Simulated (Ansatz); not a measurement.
# ZrC+ (quartet): wave-function methods side by side, def2-TZVPP

The task here is to estimate one member of a computed series from the others.

Program: Ansatz 0.2.0, Gaussian basis. Level of theory: def2-TZVPP, core rule «outside noble gas», up to 5 orbitals frozen. These are calculated values, not measurements.

To be run: UHF; ROHF; CCSD(T) on UHF.

## What is computed

The geometry is a PBE0/def2-TZVP stationary point (not a proven minimum) of the parent state, kept for this charge and spin. No spin-orbit coupling is included. Elements past krypton take def2 core potentials.

2 atoms, charge 1, spin multiplicity 4.

Atoms are counted from 1 here; the program's logs count them from 0.

Bond lengths: Zr1–C2 2.091 Å.

As a file:

```xyz
2
CZr
Zr    0.0000    0.0000    0.0000
C     0.0000    0.0000    2.0910
```

The first run:

The input, in.yaml:

```yaml
crystal:
  periodic: [false, false, false]
  atoms:
    - {symbol: Zr, position_ang: [0.000000, 0.000000, 0.000000]}
    - {symbol: C, position_ang: [0.000000, 0.000000, 2.091000]}
basis:
  gaussian: {orbitals: def2-TZVPP}
total_charge: 1
magnetization: {spin_polarized: true, initial_magnetization: 3}
hamiltonian: {xc: hf}
output: {orbitals: {seedname: orbitals}}
```

The run is started by

```bash
$ ansatz run in.yaml --threads 1 --pin off --events-out ev --progress --plain --max-ram 4096MiB --backend cpu
```

Among the steps run: UHF; ROHF; CCSD(T) on UHF.

One table of the session follows, with a row left open; its other results are not shown here.

```
  method  from UCCSD(T) (meV)
    ROHF              +5691.6
     UHF              +4657.3
    UMP2              +1357.7
   UCCSD                    ?
UCCSD(T)                    0
```

Q: Estimate the row for UCCSD from the others.

**Answer.** from UCCSD(T) (meV): +329.8. In the column «from UCCSD(T) (meV)» it lies between UCCSD(T) (0) and UMP2 (+1357.7).

Caveats from the session: The determinant is far from a pure spin state, so its energy mixes those of several spin states (harmless only where they are near-degenerate, as at dissociation).
